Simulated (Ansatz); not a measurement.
# C9H17HfNO2: relaxing the structure

The task is to find a stationary geometry of C9H17HfNO2, and look at its orbitals and charge.

The runs use Ansatz 0.2.0, Gaussian basis; RKS PBE0-D4/def2-TZVP.

Plan: relaxation at PBE0-D4/def2-TZVP; a single point in def2-TZVPP for the fields.

### Step 1. The system as given

30 atoms, charge 0, spin multiplicity 1.

Atoms are counted from 1 here; the program's logs count them from 0.

Bond lengths: C1–C2 1.534 Å, C1–H14 1.090 Å, C1–H15 1.095 Å, C1–H16 1.093 Å, C2–C3 1.503 Å, C2–H17 1.094 Å, C2–H18 1.093 Å, C3–C4 1.415 Å, C3–C7 1.417 Å, C3–Hf8 2.410 Å, C4–C5 1.415 Å, C4–Hf8 2.441 Å, C4–H19 1.082 Å, C5–C6 1.409 Å, C5–Hf8 2.496 Å, C5–H20 1.082 Å, C6–C7 1.415 Å, C6–Hf8 2.486 Å and more. Angles: C2–C1–H14 110.6°, C2–C1–H15 109.9°, C2–C1–H16 109.8°, H14–C1–H15 108.9°, H14–C1–H16 108.6°, H15–C1–H16 109.0°, C1–C2–C3 110.7°, C1–C2–H17 109.4°, C1–C2–H18 109.4°, C3–C2–H17 109.6°, C3–C2–H18 109.7°, H17–C2–H18 108.0°, C2–C3–C4 126.0°, C2–C3–C7 126.4°, C2–C3–Hf8 117.5°, C4–C3–C7 107.7°, C4–C3–Hf8 74.2°, C7–C3–Hf8 73.5° and more.

The start is a GFN2-xTB geometry. Hf takes the def2 core potential; no spin-orbit term is included.

### Step 2. Geometry optimisation, PBE0-D4/def2-TZVP

in.yaml reads:

```yaml
crystal:
  periodic: [false, false, false]
  atoms:
    - {symbol: C, position_ang: [-1.645970, -2.146770, 0.693870]}
    - {symbol: C, position_ang: [-2.624680, -1.167310, 0.034280]}
    - {symbol: C, position_ang: [-1.923400, 0.102670, -0.358010]}
    - {symbol: C, position_ang: [-1.223590, 0.325880, -1.567790]}
    - {symbol: C, position_ang: [-0.717480, 1.646590, -1.546360]}
    - {symbol: C, position_ang: [-1.089750, 2.238230, -0.322690]}
    - {symbol: C, position_ang: [-1.827440, 1.284290, 0.418340]}
    - {symbol: Hf, position_ang: [0.395180, 0.331000, 0.259150]}
    - {symbol: N, position_ang: [0.397970, -0.071070, 2.224470]}
    - {symbol: O, position_ang: [1.213810, -1.150820, -0.561760]}
    - {symbol: C, position_ang: [2.342580, -1.683510, 0.060410]}
    - {symbol: O, position_ang: [1.876020, 1.494880, 0.330910]}
    - {symbol: C, position_ang: [2.523900, 1.748740, -0.877360]}
    - {symbol: H, position_ang: [-2.150670, -3.076520, 0.954790]}
    - {symbol: H, position_ang: [-1.229460, -1.701420, 1.603110]}
    - {symbol: H, position_ang: [-0.829340, -2.375220, 0.004290]}
    - {symbol: H, position_ang: [-3.062960, -1.633890, -0.852610]}
    - {symbol: H, position_ang: [-3.435760, -0.940320, 0.731250]}
    - {symbol: H, position_ang: [-1.212870, -0.341930, -2.419060]}
    - {symbol: H, position_ang: [-0.271040, 2.161510, -2.386910]}
    - {symbol: H, position_ang: [-0.955050, 3.277740, -0.056110]}
    - {symbol: H, position_ang: [-2.355760, 1.471250, 1.343980]}
    - {symbol: H, position_ang: [0.449050, 0.815900, 2.737370]}
    - {symbol: H, position_ang: [1.244670, -0.573780, 2.502520]}
    - {symbol: H, position_ang: [2.915890, -2.276760, -0.665660]}
    - {symbol: H, position_ang: [2.997000, -0.885600, 0.451260]}
    - {symbol: H, position_ang: [2.055330, -2.350620, 0.889540]}
    - {symbol: H, position_ang: [3.587040, 1.957560, -0.687660]}
    - {symbol: H, position_ang: [2.459500, 0.884910, -1.562210]}
    - {symbol: H, position_ang: [2.097250, 2.634380, -1.375360]}
basis:
  gaussian: {orbitals: def2-TZVP}
hamiltonian: {xc: pbe0, dispersion: d4}
relax: {f_tol: 0.005, max_steps: 150}
```

Started as:

```bash
$ ansatz run in.yaml --threads 11 --pin off --events-out ev --progress --plain --max-ram 110592MiB --backend cuda --devices 0, --max-vram 75GiB
```

Further steps of the session: Fields at the relaxed geometry.

Q: Predict the results of all the runs planned. Wanted: point group; shift from the start; total energy; dispersion term; dipole moment; HOMO, LUMO.

The runs gave:

```
                  quantity           value
               point group              C1
                     steps              36
shift from the start (rms)         1.177 Å
              total energy  -16494.7400 eV
           dispersion term        -729 meV
             dipole moment          0.91 D
                HOMO, LUMO  -6.48, 0.34 eV
```

The atoms moved 1.18 Å (rms) from the start; the bond that changed most is C3–Hf8, from 2.410 to 2.568 Å. No vibrations were run, so it is not proven to be a minimum. The largest Mulliken charge, +1.14 e, sits on Hf8. The HOMO lies mostly on N9 49 %; O10, O12 about 8 % each and the LUMO on Hf8 13 %; C5, C6 about 11 % each.
